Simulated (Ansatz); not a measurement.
**CH5InO2 (SMILES [CH3][In]([OH])[OH]): B2PLYP/def2-SVP (core potential)**

Aim: the electronic atomisation energy of CH5InO2 at B2PLYP/def2-SVP (core potential), from 5 runs. 

The calculation is run with Ansatz 0.2.0.

57 further runs of the same task are left out: 1 that didn't finish, 56 set aside as unsound or not needed. Runs told in other sessions of the task aren't counted.

### Step 1. The molecule

CH5InO2: 9 atoms, total charge 0, spin state singlet. As SMILES, `[CH3][In]([OH])[OH]`. The coordinates come from a PBE0-D4/def2-TZVP relaxation. This is one conformer, not always the lowest.

Bond lengths: C1–In2 2.127 Å, In2–O3 1.981 Å, In2–O4 1.993 Å, C1–H5 1.090 Å, C1–H6 1.090 Å, C1–H7 1.089 Å, O3–H8 0.961 Å, O4–H9 0.959 Å. Some angles: C1–In2–O3 124.7°, C1–In2–O4 129.1°, O3–In2–O4 106.2°, In2–C1–H5 109.8°, In2–C1–H6 109.5°, In2–C1–H7 109.4°, In2–O3–H8 111.0°, In2–O4–H9 114.4°, H5–C1–H6 109.0°, H5–C1–H7 109.7°.

### Step 2. A single-point energy at B2PLYP/def2-SVP (core potential)

The input, in.yaml:

```yaml
crystal:
  periodic: [false, false, false]
  atoms:
    - {symbol: C, position_ang: [-0.086600, 0.920200, -1.366200]}
    - {symbol: In, position_ang: [0.122900, -0.336100, 0.337800]}
    - {symbol: O, position_ang: [1.440800, -1.806000, 0.500900]}
    - {symbol: O, position_ang: [-0.898600, -0.312900, 2.048600]}
    - {symbol: H, position_ang: [-1.126400, 0.929200, -1.692800]}
    - {symbol: H, position_ang: [0.212100, 1.936300, -1.107700]}
    - {symbol: H, position_ang: [0.547500, 0.548900, -2.169800]}
    - {symbol: H, position_ang: [1.365500, -2.243400, 1.353100]}
    - {symbol: H, position_ang: [-1.577100, 0.363700, 2.096100]}
basis:
  gaussian:
    orbitals: def2-SVP
total_charge: 0
hamiltonian:
  xc: {name: B2PLYP}
correlation:
  frozen_orbitals: {C: 1, H: 0, In: 4, O: 1}
accuracy: high
output:
  orbitals: {seedname: orbitals}
```

Run with:

```console
$ ansatz run in.yaml --threads 1 --pin off --max-ram 3480MiB --events-out events.jsonl --progress --plain --runs-dir runs
```

The program printed:

```text
Warning: RAYON_NUM_THREADS=1 ignored (pool sized by the plan → 1); use --threads N
Functional definition: B2PLYP
  name "B2PLYP"
  parameter a = 0.53
  parameter c = 0.27
  exchange = (1 - a)*b88_x + a*exact_x
  correlation = (1 - c)*lyp_c + c*(mp2_os + mp2_ss)
2222 factors; integrals over basis functions are off by at most 2.0e-8 eV
mean field evaluation 1: about -10354.8693 eV, gradient 7.1e1 eV
mean field evaluation 2: about -10355.1654 eV, gradient 7.1e1 eV
mean field evaluation 4: about -10364.5702 eV, gradient 9.3e0 eV
mean field evaluation 8: about -10364.8058 eV, gradient 4.5e-1 eV
mean field evaluation 16: about -10364.8063 eV, gradient 6.8e-5 eV
mean field -10364.80630567 eV, -380.8996062155 hartree, gradient 3.2e-8 eV, S^2 0.000000; 0 other end points of the search recorded, 0 dependent functions left out
7 core orbitals not correlated: weight in the atoms' cores, before any rotation towards them, 1.000 or more for the frozen orbitals, at most 0.000 for the correlated occupied ones
reference -10364.80633375 eV, -380.8996072471 hartree; 17, 17 occupied and 69, 69 virtual orbitals, 2222 factors
second order -20.89990325 eV of doubles, -0.00000000 eV of singles
Total energy: -10370.44930762 eV, -381.1069827122 hartree
```

It took 11 s on 1 thread of Arm Neoverse V2, shared host; peak memory 0.34 GiB.

### Step 3. The C atom at the same level

The input, run.yaml:

```yaml
crystal:
  periodic: [false, false, false]
  atoms:
    - {symbol: C, position_ang: [0.000000, 0.000000, 0.000000]}
basis:
  gaussian:
    orbitals: def2-SVP
total_charge: 0
magnetization:
  spin_polarized: true
  initial_magnetization: 2
hamiltonian:
  xc: {name: B2PLYP}
correlation:
  frozen_orbitals: {C: 1}
accuracy: high
```

Run the same way, it converges to -37.77593 Eh (log not shown).

### Step 4. The H atom at the same level

The input, molecule.yaml:

```yaml
basis:
  gaussian:
    orbitals: def2-SVP
crystal:
  periodic: [false, false, false]
  atoms:
    - {symbol: H, position_ang: [0.000000, 0.000000, 0.000000]}
magnetization:
  spin_polarized: true
  initial_magnetization: 1
hamiltonian:
  xc: {name: B2PLYP}
correlation:
  frozen_orbitals: {H: 0}
accuracy: high
```

Run with:

```console
$ ansatz run molecule.yaml --threads 1 --pin off --max-ram 3480MiB --events-out events.jsonl --progress --plain --runs-dir runs
```

The program printed:

```text
Warning: RAYON_NUM_THREADS=1 ignored (pool sized by the plan → 1); use --threads N
Functional definition: B2PLYP
  name "B2PLYP"
  parameter a = 0.53
  parameter c = 0.27
  exchange = (1 - a)*b88_x + a*exact_x
  correlation = (1 - c)*lyp_c + c*(mp2_os + mp2_ss)
15 factors; integrals over basis functions are off by at most 8.9e-10 eV
mean field evaluation 1: about -13.5392 eV, gradient 8.8e-1 eV
mean field evaluation 2: about -13.5391 eV, gradient 8.8e-1 eV
mean field evaluation 4: about -13.5493 eV, gradient 3.1e-5 eV
mean field evaluation 8: about -13.5492 eV, gradient 2.7e-10 eV
mean field -13.54924563 eV, -0.4979255927 hartree, gradient 5.2e-10 eV, S^2 0.750000; 0 other end points of the search recorded, 0 dependent functions left out
reference -13.54925786 eV, -0.4979260423 hartree; 1, 0 occupied and 4, 5 virtual orbitals, 15 factors
second order 0.00000000 eV of doubles, -0.00000000 eV of singles
Total energy: -13.54925786 eV, -0.4979260423 hartree
```

Run time: 0.1 s. Hardware: 1 thread of Arm Neoverse V2, shared host.

### Step 5. The In atom at the same level

The input, job.yaml:

```yaml
basis:
  gaussian:
    orbitals: def2-SVP
crystal:
  periodic: [false, false, false]
  atoms:
    - {symbol: In, position_ang: [0.000000, 0.000000, 0.000000]}
magnetization:
  spin_polarized: true
  initial_magnetization: 1
hamiltonian:
  xc: {name: B2PLYP}
correlation:
  frozen_orbitals: {In: 4}
accuracy: high
```

Run the same way, it converges to -189.83627 Eh (log not shown).

### Step 6. The O atom

The input, run.yaml:

```yaml
crystal:
  periodic: [false, false, false]
  atoms:
    - {symbol: O, position_ang: [0.000000, 0.000000, 0.000000]}
basis:
  gaussian:
    orbitals: def2-SVP
magnetization:
  spin_polarized: true
  initial_magnetization: 2
hamiltonian:
  xc: {name: B2PLYP}
correlation:
  frozen_orbitals: {O: 1}
accuracy: high
```

Run the same way, it converges to -74.94441 Eh (log not shown).

### Step 7. Outcome

Level: B2PLYP/def2-SVP (core potential), 7 core orbitals frozen.

| quantity | value |
| --- | --- |
| molecule: total energy | -381.10698 Eh |
| molecule: HOMO energy (SCF part's orbitals) | -9.27 eV |
| molecule: LUMO energy (SCF part's orbitals) | 0.46 eV |
| molecule: HOMO–LUMO gap (SCF part's orbitals) | 9.74 eV |
| C atom: total energy | -37.77593 Eh |
| C atom: ⟨S²⟩ | 2.004 |
| H atom: total energy | -0.49793 Eh |
| H atom: ⟨S²⟩ | 0.750 |
| In atom: total energy | -189.83627 Eh |
| In atom: ⟨S²⟩ | 0.753 |
| O atom: total energy | -74.94441 Eh |
| O atom: ⟨S²⟩ | 2.003 |
| electronic atomisation energy | 30.377 eV |

In words: Taking the molecule apart into free atoms costs 30.38 eV (701 kcal/mol), before zero-point energy and without spin-orbit coupling.
